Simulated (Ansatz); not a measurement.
# C2H4OSi (SMILES O=C=C[SiH3]): levels of theory compared

Aim: a comparison of 6 runs (HF/3-21G, B3LYP/6-31G*, B3LYP/def2-SVP, MP2/def2-TZVP, CCSD(T)/6-311+G**) of C2H4OSi. 

The calculation is run with Ansatz 0.2.0.

4 further runs of the same task are left out: 3 for a known fault of the program, 1 set aside as unsound or not needed.

### Step 1. The system as given

C2H4OSi has 8 atoms, charge 0, and is taken as a singlet. As SMILES, `O=C=C[SiH3]`. The coordinates come from a PBE0-D4/def2-TZVP relaxation.

Bond lengths: O1–C2 1.155 Å, C2–C3 1.307 Å, C3–Si4 1.847 Å, C3–H5 1.084 Å, Si4–H6 1.486 Å, Si4–H7 1.486 Å, Si4–H8 1.484 Å. Angles: O1–C2–C3 178.2°, C2–C3–Si4 120.3°, C2–C3–H5 117.2°, Si4–C3–H5 122.5°, C3–Si4–H6 110.7°, C3–Si4–H7 110.7°, C3–Si4–H8 108.0°, H6–Si4–H7 108.1°, H6–Si4–H8 109.6°, H7–Si4–H8 109.6°.

### Step 2. Energy and forces at HF/3-21G (run 1)

File molecule.yaml:

```yaml
basis:
  gaussian: {orbitals: 3-21G.json}
crystal:
  periodic: [false, false, false]
  atoms:
    - {symbol: O, position_ang: [1.434400, -1.284900, 1.947200]}
    - {symbol: C, position_ang: [1.186900, -0.644700, 1.017800]}
    - {symbol: C, position_ang: [0.866900, 0.072100, -0.027300]}
    - {symbol: Si, position_ang: [-0.904900, 0.278600, -0.507900]}
    - {symbol: H, position_ang: [1.678700, 0.527300, -0.583100]}
    - {symbol: H, position_ang: [-1.291100, 1.713700, -0.489300]}
    - {symbol: H, position_ang: [-1.142900, -0.245400, -1.878100]}
    - {symbol: H, position_ang: [-1.735900, -0.474000, 0.465000]}
output: {forces: true, orbitals: {seedname: orbitals}}
magnetization: {spin_polarized: false, initial_magnetization: 0}
hamiltonian: {xc: hf}
accuracy: high
```

The basis set 3-21G is read from a file made from the Basis Set Exchange's data (not shown).

Launch:

```console
$ ansatz run molecule.yaml --threads 1 --pin off --max-ram 2610MiB --events-out events.jsonl --progress --plain --runs-dir runs
```

Standard output:

```text
Warning: RAYON_NUM_THREADS=1 ignored (pool sized by the plan → 1); use --threads N
Functional definition: HF
  name "HF"
  exchange = exact_x
  correlation = 0
1089 factors; integrals over basis functions are off by at most 7.7e-9 eV
mean field evaluation 1: about -11955.3898 eV, gradient 2.9e1 eV
mean field evaluation 2: about -11955.7205 eV, gradient 2.9e1 eV
mean field evaluation 4: about -11957.7008 eV, gradient 3.7e0 eV
mean field evaluation 8: about -11957.7557 eV, gradient 1.7e-1 eV
mean field evaluation 16: about -11957.7561 eV, gradient 7.2e-8 eV
mean field -11957.75605462 eV, -439.4394297492 hartree, gradient 7.2e-8 eV, S^2 0.000000; 0 other end points of the search recorded, 0 dependent functions left out
the calculation of the forces begins
reference -11957.75605462 eV, -439.4394297492 hartree; 19, 19 occupied and 29, 29 virtual orbitals, 1089 factors
Total energy: -11957.75605462 eV, -439.4394297492 hartree
Atom 0 at     1.434400    -1.284900     1.947200 Å, force     0.144243    -0.279140     0.409041 eV/Å
Atom 1 at     1.186900    -0.644700     1.017800 Å, force    -0.124387     0.601944    -0.861552 eV/Å
Atom 2 at     0.866900     0.072100    -0.027300 Å, force     1.120205    -0.384711     0.659731 eV/Å
Atom 3 at    -0.904900     0.278600    -0.507900 Å, force    -0.644327     0.224796    -0.381887 eV/Å
Atom 4 at     1.678700     0.527300    -0.583100 Å, force    -0.327915    -0.143514     0.168320 eV/Å
Atom 5 at    -1.291100     1.713700    -0.489300 Å, force    -0.057506     0.003833     0.004996 eV/Å
Atom 6 at    -1.142900    -0.245400    -1.878100 Å, force    -0.056210    -0.012564    -0.007948 eV/Å
Atom 7 at    -1.735900    -0.474000     0.465000 Å, force    -0.054104    -0.010644     0.009299 eV/Å
Dipole moment:     0.022972     0.179570    -0.251127 e Å
```

It took 0.68 s on 1 thread of AMD EPYC 9R14 (Zen 4), shared host; peak memory 0.12 GiB.

### Step 3. Energy and forces at B3LYP/6-31G(d) (spherical functions) (run 2)

File in.yaml:

```yaml
crystal:
  periodic: [false, false, false]
  atoms:
    - symbol: O
      position_ang: [1.434400, -1.284900, 1.947200]
    - symbol: C
      position_ang: [1.186900, -0.644700, 1.017800]
    - symbol: C
      position_ang: [0.866900, 0.072100, -0.027300]
    - symbol: Si
      position_ang: [-0.904900, 0.278600, -0.507900]
    - symbol: H
      position_ang: [1.678700, 0.527300, -0.583100]
    - symbol: H
      position_ang: [-1.291100, 1.713700, -0.489300]
    - symbol: H
      position_ang: [-1.142900, -0.245400, -1.878100]
    - symbol: H
      position_ang: [-1.735900, -0.474000, 0.465000]
basis:
  gaussian: {orbitals: 6-31G_st_-spherical.json}
hamiltonian: {xc: {name: B3LYP}}
accuracy: high
output: {forces: true, orbitals: {seedname: orbitals}}
```

The basis set 6-31G* is read from a file made from the Basis Set Exchange's data (not shown).

Launch:

```console
$ ansatz run in.yaml --threads 1 --pin off --max-ram 2610MiB --events-out events.jsonl --progress --plain --runs-dir runs
```

Standard output, cut to the lines that bear on the results:

```text
Warning: RAYON_NUM_THREADS=1 ignored (pool sized by the plan → 1); use --threads N
Functional definition: B3LYP
  name "B3LYP"
[...]
1517 factors; integrals over basis functions are off by at most 3.5e-9 eV
[...]
mean field -12062.84456843 eV, -443.3013614002 hartree, gradient 4.5e-8 eV, S^2 0.000000; 0 other end points of the search recorded, 0 dependent functions left out
[...]
reference -12062.84460519 eV, -443.3013627509 hartree; 19, 19 occupied and 49, 49 virtual orbitals, 1517 factors
Total energy: -12062.84460519 eV, -443.3013627509 hartree
Atom 0 at     1.434400    -1.284900     1.947200 Å, force     0.353285    -0.903743     1.312452 eV/Å
Atom 1 at     1.186900    -0.644700     1.017800 Å, force    -0.146488     0.534224    -0.769028 eV/Å
Atom 2 at     0.866900     0.072100    -0.027300 Å, force    -0.003926     0.240168    -0.340286 eV/Å
Atom 3 at    -0.904900     0.278600    -0.507900 Å, force    -0.114593     0.059934    -0.093138 eV/Å
Atom 4 at     1.678700     0.527300    -0.583100 Å, force     0.057228     0.057272    -0.074327 eV/Å
Atom 5 at    -1.291100     1.713700    -0.489300 Å, force    -0.055567     0.021878    -0.009253 eV/Å
Atom 6 at    -1.142900    -0.245400    -1.878100 Å, force    -0.053569    -0.004834    -0.029506 eV/Å
Atom 7 at    -1.735900    -0.474000     0.465000 Å, force    -0.036371    -0.004899     0.003087 eV/Å
Dipole moment:     0.049198     0.148509    -0.204438 e Å
```

Wall time 4.5 s (1 thread of AMD EPYC 9R14 (Zen 4), shared host); peak memory 0.22 GiB.

Runs 3 to 5 aren't shown in full; the table further down has their settings and results.

### Step 4. The energy at CCSD(T)/6-311+G(d,p) (density fitting with def2-universal-jkfit, def2-SVP-rifit for correlation, Cartesian d past Ne) (run 6)

File in.yaml:

```yaml
crystal:
  periodic: [false, false, false]
  atoms:
    - {symbol: O, position_ang: [1.434400, -1.284900, 1.947200]}
    - {symbol: C, position_ang: [1.186900, -0.644700, 1.017800]}
    - {symbol: C, position_ang: [0.866900, 0.072100, -0.027300]}
    - {symbol: Si, position_ang: [-0.904900, 0.278600, -0.507900]}
    - {symbol: H, position_ang: [1.678700, 0.527300, -0.583100]}
    - {symbol: H, position_ang: [-1.291100, 1.713700, -0.489300]}
    - {symbol: H, position_ang: [-1.142900, -0.245400, -1.878100]}
    - {symbol: H, position_ang: [-1.735900, -0.474000, 0.465000]}
basis:
  gaussian:
    orbitals: 6-311+G_st__st_.json
    fitting: {mean_field: def2-universal-jkfit, correlation: def2-SVP-rifit.json}
correlation:
  method: ccsd_t
  frozen_orbitals: {C: 1, H: 0, O: 1, Si: 5}
accuracy: high
hamiltonian:
  pseudopotentials: {relativity: none}
```

The basis set 6-311+G** is read from a file made from the Basis Set Exchange's data (not shown).

Launch:

```console
$ ansatz run in.yaml --threads 1 --pin off --max-ram 2610MiB --events-out events.jsonl --progress --plain --runs-dir runs
```

Standard output, cut to the lines that bear on the results:

```text
Warning: RAYON_NUM_THREADS=1 ignored (pool sized by the plan → 1); use --threads N
[... 2 set-up lines as earlier in the session ...]
[...]
427 factors; integrals over basis functions are off by at most 6.1e-1 eV
262 factors; integrals over basis functions are off by at most 8.6e0 eV
[...]
mean field -12024.29193872 eV, -441.8845783903 hartree, gradient 2.0e-8 eV, S^2 0.000000; 0 other end points of the search recorded, 0 dependent functions left out
8 core orbitals not correlated: weight in the atoms' cores, before any rotation towards them, 1.000 or more for the frozen orbitals, at most 0.000 for the correlated occupied ones
reference -12024.29193872 eV, -441.8845783903 hartree; 11, 11 occupied and 102, 102 virtual orbitals, 262 factors
second order -15.44771166 eV of doubles, -0.00000000 eV of singles
cycle   1  -15.54232257 eV  change   -9.5e-2 eV  update   1.2e-1
[...]
cycle  21  -16.21920185 eV  change  -9.0e-10 eV  update   1.0e-9
perturbative correction -0.68178910 eV, -0.0250552873 hartree
Total energy: -12041.19292967 eV, -442.5056783517 hartree
```

It took 16 s on 1 thread of AMD EPYC 9R14 (Zen 4), shared host; peak memory 0.7 GiB.

### Step 5. All runs side by side

```csv
run,level,Cartesian functions,frozen core orbitals,energy (Eh),dipole moment (D),HOMO energy (eV),LUMO energy (eV),wall time
1,HF/3-21G,no,–,-439.439430,1.49,-9.77,3.59,0.68 s
2,B3LYP/6-31G* (spherical functions),no,–,-443.301363,1.24,-6.73,-0.86,4.5 s
3,B3LYP/6-31G* (Cartesian functions),yes,–,-443.305932,1.24,-6.73,-0.86,4.5 s
4,B3LYP/def2-SVP,no,–,-443.121941,1.16,-6.90,-1.03,4.5 s
5,MP2/def2-TZVP,no,8,-442.558216,1.09,-10.05,3.13,17 s
6,"CCSD(T)/6-311+G** (density fitting with def2-universal-jkfit, def2-SVP-rifit for correlation, Cartesian d past Ne)",yes,8,-442.505678,–,–,–,16 s
```

### Step 6. What came out

| quantity | value |
| --- | --- |
| run 6: total energy | -442.50568 Eh |
| run 6: correlation energy (8 core orbitals frozen) | -621.1 mEh |
| run 6: (T) correction | -25.06 mEh |
| run 6: T1 diagnostic | 0.016 |

**Reading.** Over runs 1, 2, 3, 4, 5 the dipole moment (its size) runs from 1.09 D (MP2/def2-TZVP) to 1.49 D (HF/3-21G). The two ends differ in method and basis. Over runs 1, 2, 3, 4 the HOMO–LUMO gap runs from 5.87 eV (B3LYP/6-31G*) to 13.35 eV (HF/3-21G). All runs together took 47 s, the longest 17 s.
